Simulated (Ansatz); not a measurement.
# AlH5O3Si: basis-set convergence

How large a basis does AlH5O3Si need? Two functionals are run in growing sets.

Program: Ansatz 0.2.0, Gaussian basis. Level of theory: one geometry, several basis sets. These are calculated values, not measurements.

Plan: PBE0-D4/def2-SVP; ωB97M-V/def2-SVP; PBE0-D4/def2-QZVPP; ωB97M-V/def2-QZVPP; the functionals' def2-TZVPP values are taken from earlier runs.

## Step 1: The geometry

An earlier PBE0-D4 in a triple-zeta def2 set relaxation fixed the geometry.

SMILES `[OH][Al]([OH])[O][SiH3]`, 10 atoms, charge 0, spin multiplicity 1.

Atoms are counted from 1 here; the program's logs count them from 0.

Bond lengths: O1–Al2 1.684 Å, O1–H6 0.955 Å, Al2–O3 1.684 Å, Al2–O4 1.679 Å, O3–H7 0.955 Å, O4–Si5 1.621 Å, Si5–H8 1.488 Å, Si5–H9 1.487 Å, Si5–H10 1.488 Å. Angles: Al2–O1–H6 122.5°, O1–Al2–O3 116.6°, O1–Al2–O4 121.6°, O3–Al2–O4 121.7°, Al2–O3–H7 122.5°, Al2–O4–Si5 178.1°, O4–Si5–H8 110.3°, O4–Si5–H9 110.1°, O4–Si5–H10 110.3°, H8–Si5–H9 108.8°, H8–Si5–H10 108.6°, H9–Si5–H10 108.7°.

## Step 2: PBE0-D4 in def2-SVP

Input file in.yaml:

```yaml
crystal:
  periodic: [false, false, false]
  atoms:
    - {symbol: O, position_ang: [0.325758, 1.394363, -2.268100]}
    - {symbol: Al, position_ang: [0.865807, 0.534301, -0.924359]}
    - {symbol: O, position_ang: [2.533629, 0.376745, -0.748864]}
    - {symbol: O, position_ang: [-0.205876, -0.132309, 0.183278]}
    - {symbol: Si, position_ang: [-1.203821, -0.766102, 1.292587]}
    - {symbol: H, position_ang: [-0.601479, 1.536179, -2.447471]}
    - {symbol: H, position_ang: [2.931119, -0.091447, -0.017552]}
    - {symbol: H, position_ang: [-2.429113, 0.067850, 1.420065]}
    - {symbol: H, position_ang: [-1.601649, -2.142966, 0.894846]}
    - {symbol: H, position_ang: [-0.531373, -0.827712, 2.618470]}
basis:
  gaussian: {orbitals: def2-SVP}
hamiltonian: {xc: pbe0, dispersion: d4}
output: {orbitals: {seedname: orbitals}}
```

Launch:

```console
ansatz run in.yaml --threads 4 --pin off --events-out ev --progress --plain --max-ram 10444MiB
```

The log of the run:

```text
Functional definition: PBE0
  name "PBE0"
  cite "Adamo & Barone, J. Chem. Phys. 110, 6158 (1999) doi:10.1063/1.478522"
  cite "Perdew, Burke & Ernzerhof, Phys. Rev. Lett. 77, 3865 (1996) doi:10.1103/PhysRevLett.77.3865"
  parent pbe
  parameter a = 0.25
  parameter kappa = 0.804
  parameter beta = 0.06672455060314922
  exchange = (1 - a)*pbe_x(kappa = kappa, mu = beta*pi^2/3) + a*exact_x
  correlation = pbe_c(beta = beta)
965 factors; integrals over basis functions are off by at most 1.1e-3 eV
mean field evaluation 1: about -20667.5588 eV, gradient 8.4e1 eV
mean field evaluation 2: about -20649.2466 eV, gradient 1.3e2 eV
mean field evaluation 4: about -20679.7382 eV, gradient 2.3e0 eV
mean field evaluation 8: about -20679.8795 eV, gradient 1.7e-1 eV
mean field evaluation 16: about -20679.8795 eV, gradient 1.9e-5 eV
mean field -20679.87950900 eV, -759.9715546299 hartree, gradient 1.9e-5 eV, S^2 0.000000; 0 other end points of the search recorded, 0 dependent functions left out
reference -20679.87954098 eV, -759.9715558052 hartree; 28, 28 occupied and 75, 75 virtual orbitals, 965 factors
Total energy: -20680.04133515 eV, -759.9775016311 hartree
```

Run time: 1 s. Hardware: 4 threads of Arm Neoverse V2, shared host.

## Step 3: ωB97M-V in def2-SVP

Changes to in.yaml since step 2:

```diff
@@ -15,3 +15,3 @@
   gaussian: {orbitals: def2-SVP}
-hamiltonian: {xc: pbe0, dispersion: d4}
+hamiltonian: {xc: {name: wB97M-V}}
 output: {orbitals: {seedname: orbitals}}
```

The command is unchanged.

The log of the run (excerpt; [...] marks lines left out):

```text
Functional definition: wB97M-V
  name "wB97M-V"
  cite "Mardirossian & Head-Gordon, J. Chem. Phys. 144, 214110 (2016) doi:10.1063/1.4952647"
  cite "Becke, J. Chem. Phys. 107, 8554 (1997) doi:10.1063/1.475007"
  cite "Vydrov & Van Voorhis, J. Chem. Phys. 133, 244103 (2010) doi:10.1063/1.3521275"
  # Of w^i u^j: cxij and so on, Table III.
[...]
  gx(w, u) = 1 - cx + cx01*u + cx10*w
  gss(w, u) = css00 + css04*u^4 + css10*w + css20*w^2 + css43*w^4*u^3
  gos(w, u) = cos00 + cos10*w + (cos20 + cos21*u)*w^2 + (cos60 + cos61*u)*w^6
[...]
      + integral(e_c_pw_mod_opposite_spin*gos(b97_w_opposite, b97_u_opposite)) + vv10(b, c)
965 factors; integrals over basis functions are off by at most 1.1e-3 eV
301 factors; integrals over basis functions are off by at most 8.0e-6 eV
[...]
mean field -20690.08271428 eV, -760.3465155081 hartree, gradient 2.7e-5 eV, S^2 0.000000; 0 other end points of the search recorded, 0 dependent functions left out
reference -20690.08276594 eV, -760.3465174064 hartree; 28, 28 occupied and 75, 75 virtual orbitals, 965 factors
Total energy: -20690.08276594 eV, -760.3465174064 hartree
```

Run time: 4.7 s. Hardware: 4 threads of Arm Neoverse V2, shared host; peak memory 0.31 GiB.

## Step 4: PBE0-D4 in def2-QZVPP

Changes to in.yaml since step 3:

```diff
@@ -14,4 +14,4 @@
 basis:
-  gaussian: {orbitals: def2-SVP}
-hamiltonian: {xc: {name: wB97M-V}}
+  gaussian: {orbitals: "def2-QZVPP.json"}
+hamiltonian: {xc: pbe0, dispersion: d4}
 output: {orbitals: {seedname: orbitals}}
```

Launched as before.

The log of the run:

```text
Functional definition: PBE0
  name "PBE0"
  cite "Adamo & Barone, J. Chem. Phys. 110, 6158 (1999) doi:10.1063/1.478522"
  cite "Perdew, Burke & Ernzerhof, Phys. Rev. Lett. 77, 3865 (1996) doi:10.1103/PhysRevLett.77.3865"
  parent pbe
  parameter a = 0.25
  parameter kappa = 0.804
  parameter beta = 0.06672455060314922
  exchange = (1 - a)*pbe_x(kappa = kappa, mu = beta*pi^2/3) + a*exact_x
  correlation = pbe_c(beta = beta)
1638 factors; their error is unknown
mean field evaluation 1: about -20678.9066 eV, gradient 9.8e1 eV
mean field evaluation 2: about -20648.0864 eV, gradient 1.6e2 eV
mean field evaluation 4: about -20694.0014 eV, gradient 1.6e0 eV
mean field evaluation 8: about -20694.0028 eV, gradient 7.4e-2 eV
mean field evaluation 16: about -20694.0154 eV, gradient 1.6e-5 eV
mean field -20694.01541520 eV, -760.4910396011 hartree, gradient 1.6e-5 eV, S^2 0.000000; 0 other end points of the search recorded, 0 dependent functions left out
reference -20694.01546107 eV, -760.4910412867 hartree; 28, 28 occupied and 433, 433 virtual orbitals, 1638 factors
Total energy: -20694.17725523 eV, -760.4969871126 hartree
```

Run time: 8 s. Hardware: 4 threads of Arm Neoverse V2, shared host; peak memory 1.6 GiB.

## Step 5: ωB97M-V in def2-QZVPP

Changes to in.yaml since step 4:

```diff
@@ -15,3 +15,3 @@
   gaussian: {orbitals: "def2-QZVPP.json"}
-hamiltonian: {xc: pbe0, dispersion: d4}
+hamiltonian: {xc: {name: wB97M-V}}
 output: {orbitals: {seedname: orbitals}}
```

Same command.

The log of the run (excerpt; [...] marks lines left out):

```text
Functional definition: wB97M-V
  name "wB97M-V"
  cite "Mardirossian & Head-Gordon, J. Chem. Phys. 144, 214110 (2016) doi:10.1063/1.4952647"
  cite "Becke, J. Chem. Phys. 107, 8554 (1997) doi:10.1063/1.475007"
  cite "Vydrov & Van Voorhis, J. Chem. Phys. 133, 244103 (2010) doi:10.1063/1.3521275"
  # Of w^i u^j: cxij and so on, Table III.
[...]
  gx(w, u) = 1 - cx + cx01*u + cx10*w
  gss(w, u) = css00 + css04*u^4 + css10*w + css20*w^2 + css43*w^4*u^3
  gos(w, u) = cos00 + cos10*w + (cos20 + cos21*u)*w^2 + (cos60 + cos61*u)*w^6
[...]
      + integral(e_c_pw_mod_opposite_spin*gos(b97_w_opposite, b97_u_opposite)) + vv10(b, c)
1575 factors; their error is unknown
402 factors; integrals over basis functions are off by at most 1.3e-5 eV
[...]
mean field -20704.31911116 eV, -760.8696934437 hartree, gradient 3.7e-5 eV, S^2 0.000000; 0 other end points of the search recorded, 0 dependent functions left out
reference -20704.31918767 eV, -760.8696962553 hartree; 28, 28 occupied and 433, 433 virtual orbitals, 1575 factors
Total energy: -20704.31918767 eV, -760.8696962553 hartree
```

Wall time 19 s (4 threads of Arm Neoverse V2, shared host); peak memory 1.9 GiB.

## Step 6: Functionals by basis

The def2-TZVPP values come from earlier runs at the same geometry.

```tsv
functional	basis	functions	energy (eV)	from the largest (eV)	HOMO (eV)	LUMO (eV)
PBE0-D4	def2-SVP	103	-20680.0413	14.136	-8.58	-0.39
PBE0-D4	def2-TZVPP	247	-20693.2913	0.886	-8.73	-0.71
PBE0-D4	def2-QZVPP	461	-20694.1773	0.000	-8.76	-0.91
ωB97M-V	def2-SVP	103	-20690.0828	14.236	-10.87	1.23
ωB97M-V	def2-TZVPP	247	-20703.4946	0.825	-11.06	0.86
ωB97M-V	def2-QZVPP	461	-20704.3192	0.000	-11.09	0.47
```

## Step 7: What came out

```
                                       quantity           value
PBE0-D4: double and triple zeta above quadruple  14.14, 0.89 eV
ωB97M-V: double and triple zeta above quadruple  14.24, 0.82 eV
```

What this shows: For PBE0-D4 the step from double to triple zeta gains 13.25 eV and the next only 0.89 eV. Total energies overstate the basis error of differences, where much of it tends to cancel. The LUMO of ωB97M-V is positive and keeps falling with the basis (1.23 to 0.47 eV): an unbound level that the basis holds in place.

For PBE0-D4 the largest set took about 8 times as long as the smallest (8 s against 1 s).
